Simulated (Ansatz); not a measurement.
K2CuBr2F2:

```
Br Cu K F
1.0
     5.02931    0.00000    0.00000
     0.00000    5.02931    0.00000
     0.00000    0.00000    6.63486
Br Cu K F
2 1 2 2
Direct
  0.50000 0.00000 0.00000
  0.00000 0.50000 0.00000
  0.00000 0.00000 0.00000
  0.50000 0.00000 0.50000
  0.00000 0.50000 0.50000
  0.50000 0.50000 0.50000
  0.00000 0.00000 0.50000
```

The cell comes from a database or a generator and needn't be the stable form of this composition.

Base run:

```yaml
Program: Ansatz 0.2.0
Functional: PBEsol
Potentials_or_basis: Ansatz PAW
Cutoff: "420 eV (not typed: the program's choice for these potentials)"
k_mesh: 5 × 5 × 4
Occupations: gaussian, width 0.02 eV
Spin: no spin polarisation
```

Its results: band gap on the k mesh none (metal or under the smearing width); pressure -1.2 GPa.

Task: The run is repeated on the same cell with these changes: occupations from gaussian, width 0.02 eV to gaussian, width 0.05 eV; dispersion from none to D4. What comes out?

Result: Band gap on the k mesh none (metal or under the smearing width); pressure -1.7 GPa.

Caveats: an odd number of electrons without spin polarisation forces a metal; a magnetic or distorted state may lie lower; the run has no spin polarisation, though such a crystal can be magnetic; semilocal functionals often make such compounds metallic where correlation or magnetic order opens a gap, which also shifts bond lengths; the PAW data sets come from PBE, with cores solved anew for the run's functional, which leaves a small shift of forces and pressure; pairwise dispersion overbinds metals, which lowers pressure and volume (some runs).
